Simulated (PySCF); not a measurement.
**SnH: from the state search to spectroscopic constants**

The task here is to estimate one member of a computed series from the others.

The runs use PySCF 2.14.0; Sn def2-TZVPPD with ECP28, H def2-TZVPPD, scalar-relativistic core potentials.

Set-up of the first run:

The job is set up so:

```json
{
 "atoms": "Sn, H",
 "charge": "0",
 "basis": "Sn def2-TZVPPD with ECP28, H def2-TZVPPD",
 "Hamiltonian": "scalar-relativistic core potentials",
 "basis functions": "73",
 "electrons treated": "23",
 "masses in u": "119.9022, 1.0078",
 "levels": "PBE0, PBE, r²SCAN, B3LYP, r²SCANh, M06-L, M06, BHandHLYP, CAM-B3LYP, HF, MP2, SCS-MP2, CCSD, CCSD(T)",
 "grid": "80 radial by 434 angular points",
 "occupations": "held fixed by the projection of orbital angular momentum",
 "dissociation limit": "Sn + H, each in its ground configuration",
 "starting distance in angstrom": "1.670",
 "values of 2S to try": "1, 3"
}
```

Started as:

```console
$ OMP_NUM_THREADS=1 python dia.py task.json out
```

Steps of the session up to this table: The job; First curve: PBE0; Higher solutions at PBE0; PBE; r²SCAN; B3LYP; r²SCANh (hybrid meta-GGA); M06-L (meta-GGA); M06; BHandHLYP (global hybrid GGA); CAM-B3LYP; UHF (mean field); MP2 and coupled cluster.

One table of the session follows, with a row left open; its other results are not shown here.

Energy (eV) from each level's lowest point:

| R (Å) | UHF | UHF-MP2 | UHF-SCS-MP2 | UHF-CCSD | UHF-CCSD(T) |
| --- | --- | --- | --- | --- | --- |
| 1.531 | 0.459 | 0.389 | 0.409 | n/a | n/a |
| 1.602 | 0.202 | 0.158 | 0.172 | 0.181 | 0.185 |
| 1.673 | 0.058 | 0.036 | 0.044 | 0.050 | 0.052 |
| 1.727 | 0.009 | 0.000 | 0.003 | 0.006 | 0.008 |
| 1.780 | 0.000 | 0.001 | 0.000 | 0.000 | 0.000 |
| 1.833 | ? | ? | ? | ? | ? |
| 1.905 | 0.093 | 0.111 | 0.100 | 0.091 | 0.087 |
| 1.994 | 0.227 | 0.251 | 0.235 | 0.219 | 0.211 |
| 2.100 | 0.435 | 0.462 | 0.440 | 0.412 | 0.398 |
| 2.243 | 0.752 | 0.795 | 0.777 | n/a | n/a |

Estimate the missing values for R (Å) = 1.833.

Worked estimate for «UHF». A straight line through the neighbours (1.780, 0.000) and (1.905, 0.093) gives 0.000 + (0.093 − 0.000) × (1.833 − 1.780) / (1.905 − 1.780) = 0.039; a parabola fitted to 4 rows on both sides gives 0.025.

**Answer.** UHF: 0.023; UHF-MP2: 0.032; UHF-SCS-MP2: 0.027; UHF-CCSD: 0.024; UHF-CCSD(T): 0.022. In «UHF» the line misses by +0.016 and the parabola by +0.002.
